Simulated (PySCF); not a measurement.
# CdCl: from the state search to spectroscopic constants

Aim: find the lowest electronic state of CdCl, scan its bond at several levels of theory, and get bond length, wavenumber and dissociation energy from each curve.

Computed with PySCF 2.14.0. Level: Cd x2c-TZVPPall, Cl x2c-TZVPPall, spin-free X2C with a Gaussian nucleus.

### Step 1. The job

The job is set up so:

```yaml
atoms: Cd, Cl
charge: 0
basis: Cd x2c-TZVPPall, Cl x2c-TZVPPall
Hamiltonian: spin-free X2C with a Gaussian nucleus
basis_functions: 121
electrons_treated: 65
masses_in_u: 113.9034, 34.9689
levels: PBE0, PBE, r²SCAN, revPBE, M06, r²SCANh, BHandHLYP, ωB97X, HF, MP2, SCS-MP2
grid: 80 radial by 434 angular points
occupations: held fixed by the projection of orbital angular momentum
dissociation_limit: Cd + Cl, each in its ground configuration
starting_distance_in_angstrom: 2.370
values_of_2S_to_try: 1, 3
```

The run is started by

```console
$ OMP_NUM_THREADS=2 python dia.py task.json out
```

After this run come: PBE0 along the bond; Excited determinants; PBE (GGA); r²SCAN (meta-GGA); revPBE (GGA); M06; r²SCANh; BHandHLYP; ωB97X; UHF.

Before running it: what results should come out? Wanted: for each run, Re; ωe; De; μ.

The runs gave:

Lowest PBE0 solution found, without spin–orbit coupling: ²Σ⁺ (doublet), unpaired electrons σ ↑. State 2 has its PBE0 minimum 5.54 eV higher. The other levels ran on the lowest alone.

| level | Re (Å) | ωe (cm⁻¹) | De (eV) | μ (D) |
| --- | --- | --- | --- | --- |
| UHF | 2.381 | 325 | 1.67 | -4.02 |
| UHF-MP2 | 2.324 | 338 | 1.84 | n/a |
| UHF-SCS-MP2 | 2.342 | 331 | 1.69 | n/a |
| PBE | 2.381 | 293.7 | 1.97 | -3.15 |
| revPBE | 2.399 | 285.0 | 1.83 | -3.26 |
| r²SCAN | 2.356 | 316 | 2.16 | -3.32 |
| r²SCANh | 2.351 | 321 | 2.14 | -3.40 |
| PBE0 | 2.357 | 315 | 2.02 | -3.43 |
| M06 | 2.376 | 306 | 1.69 | -3.59 |
| BHandHLYP | 2.368 | 317 | 1.79 | -3.74 |
| ωB97X | 2.354 | 322 | 1.86 | -3.60 |

De is counted to Cd + Cl in their ground configurations. A positive dipole means Cd(−)Cl(+).

**Reading.** Bond lengths run from 2.324 Å (UHF-MP2) to 2.399 Å (revPBE). Among the levels with a De in the table, it runs from 1.67 eV (UHF) to 2.16 eV (r²SCAN).

Correlated steps freeze 19 core orbitals. Spin–orbit coupling is left out.
